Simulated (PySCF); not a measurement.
# F3H3LaN (La(F)3(NH3)): the cost of one run

Computed with PySCF 2.14.0. Level: PBE0, La def2-SVP with ECP46, F def2-SVP, N def2-SVP, H def2-SVP; scalar-relativistic core potentials, no spin–orbit coupling.

### 1 The starting structure

8 atoms, charge 0, spin multiplicity 1.

Bond lengths: La1–F2 2.162 Å, La1–F3 2.162 Å, La1–F4 2.162 Å, La1–N5 2.725 Å, N5–H6 1.022 Å, N5–H7 1.022 Å, N5–H8 1.022 Å. Angles: F2–La1–F3 117.0°, F2–La1–F4 117.0°, F2–La1–N5 100.1°, F3–La1–F4 117.0°, F3–La1–N5 100.1°, F4–La1–N5 100.1°, La1–N5–H6 112.9°, La1–N5–H7 112.9°, La1–N5–H8 112.9°, H6–N5–H7 105.8°, H6–N5–H8 105.8°, H7–N5–H8 105.8°.

Geometry (Å):

```xyz
8
F3H3LaN
La    0.1175   -0.1175    0.1175
F     1.2052    1.4012    1.2052
F    -1.4012   -1.2052    1.2052
F     1.2052   -1.2052   -1.4012
N    -1.4556    1.4556   -1.4556
H    -2.0697    2.0697   -0.9169
H    -0.9169    2.0697   -2.0697
H    -2.0697    0.9169   -2.0697
```

Formal oxidation states: La +3. An earlier session relaxed this geometry at PBE0, La def2-SVP with ECP46, F def2-SVP, N def2-SVP, H def2-SVP (singlet, point group C3v).

Its energy there is -387.324042 Eh.

### 2 One electron removed, multiplicity 2

run.py (the lines that set the calculation)

```python
mol = gto.M(atom='''
La     0.11750    -0.11750     0.11750
F      1.20524     1.40116     1.20524
F     -1.40116    -1.20524     1.20524
F      1.20524    -1.20524    -1.40116
N     -1.45560     1.45560    -1.45560
H     -2.06972     2.06972    -0.91692
H     -0.91692     2.06972    -2.06972
H     -2.06972     0.91692    -2.06972''',
    basis={'La': 'def2-SVP', 'F': 'def2-SVP', 'N': 'def2-SVP', 'H': 'def2-SVP'},
    ecp={'La': 'def2-SVP'},
    charge=1, spin=1)
mf = dft.UKS(mol, xc='PBE0')
mf.grids.atom_grid = (50, 194)  # f atoms: unpruned, at least (60, 302)
mf = mf.density_fit()  # fitting sets: La def2-universal-JKFIT, F def2-universal-JKFIT, N def2-universal-JKFIT, H def2-universal-JKFIT
mf.conv_tol = 1e-08; mf.max_cycle = 55
mf.kernel(dm0)  # dm0: the density of the relaxed state
```

Launch:

```console
> OMP_NUM_THREADS=2 python run.py
```

**Question.** How long does this run take on 2 threads of Intel Xeon Platinum 8375C at 2.90GHz (Ice Lake), shared host?

About 4.4 s.
